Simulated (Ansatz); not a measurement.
# Cr2B: the cost of one run

Method: DFT r2SCAN, scalar-relativistic, plane waves, PAW, in Ansatz 0.2.0.

2 further runs of the same task are left out: 2 set aside as unsound or not needed.

## (1) The structure to begin with

It takes space group I4/mcm (No. 140, tetragonal). Conventional cell: a = 5.109 Å, b = 5.109 Å, c = 4.244 Å, α = 90.00°, β = 90.00°, γ = 90.00°. Cr (site symmetry m2m) is surrounded by 4 B at 2.18 Å and 3 Cr at 2.40 to 2.44 Å. Around B (site symmetry 422) lie 2 B at 2.12 Å and 8 Cr at 2.18 Å.

Coordinates:

```
CELL_PARAMETERS angstrom
-2.55452 2.55452 2.12201
2.55452 -2.55452 2.12201
2.55452 2.55452 -2.12201
ATOMIC_POSITIONS crystal
Cr 0.66604 0.16604 0.83209
Cr 0.16604 0.33396 0.50000
Cr 0.33396 0.83396 0.16791
Cr 0.83396 0.66604 0.50000
B 0.25000 0.25000 0.00000
B 0.75000 0.75000 0.00000
```

It is the result of an earlier relaxation at this level (volume 9.23 Å³/atom; gap on the mesh: none (metal)).

## (2) Point at V/V0 = 0.97

File input.yaml:

```yaml
crystal:
  lattice:
    - [-2.5287146965, 2.5287146965, 2.1005694439]
    - [2.5287146965, -2.5287146965, 2.1005694439]
    - [2.5287146965, 2.5287146965, -2.1005694439]
  atoms:
    - { symbol: Cr, position: [0.6660442689, 0.1660442689, 0.8320885377] }
    - { symbol: Cr, position: [0.1660442689, 0.3339557311, 0.5] }
    - { symbol: Cr, position: [0.3339557311, 0.8339557311, 0.1679114623] }
    - { symbol: Cr, position: [0.8339557311, 0.6660442689, 0.5] }
    - { symbol: B, position: [0.25, 0.25, 0.0] }
    - { symbol: B, position: [0.75, 0.75, 0.0] }
basis:
  ecutwfc: 500
kpoints:
  mp_grid: { grid: [12, 12, 12] }
hamiltonian:
  xc: r2scan
scf:
  occupations: { method: gaussian, width: 0.1 }
output:
  forces: true
  stress: true
  eigenvalues: true
relax:
  adjacent_minimum: "off"
  f_tol: 0.01
  max_steps: 30
  cell: { stress_tol: 0.1, fix: [volume] }
```

The run is started by

```console
$ ansatz run input.yaml --threads 2 --pin off --max-ram 5120MiB --backend cpu --events-out ev --progress --plain --runs-dir out
```

Q: Estimate wall time and peak memory on 2 threads of Intel Xeon at 2.50GHz (Skylake/Cascade Lake), shared host.

About 2.6 min, with a peak of 0.77 GiB.
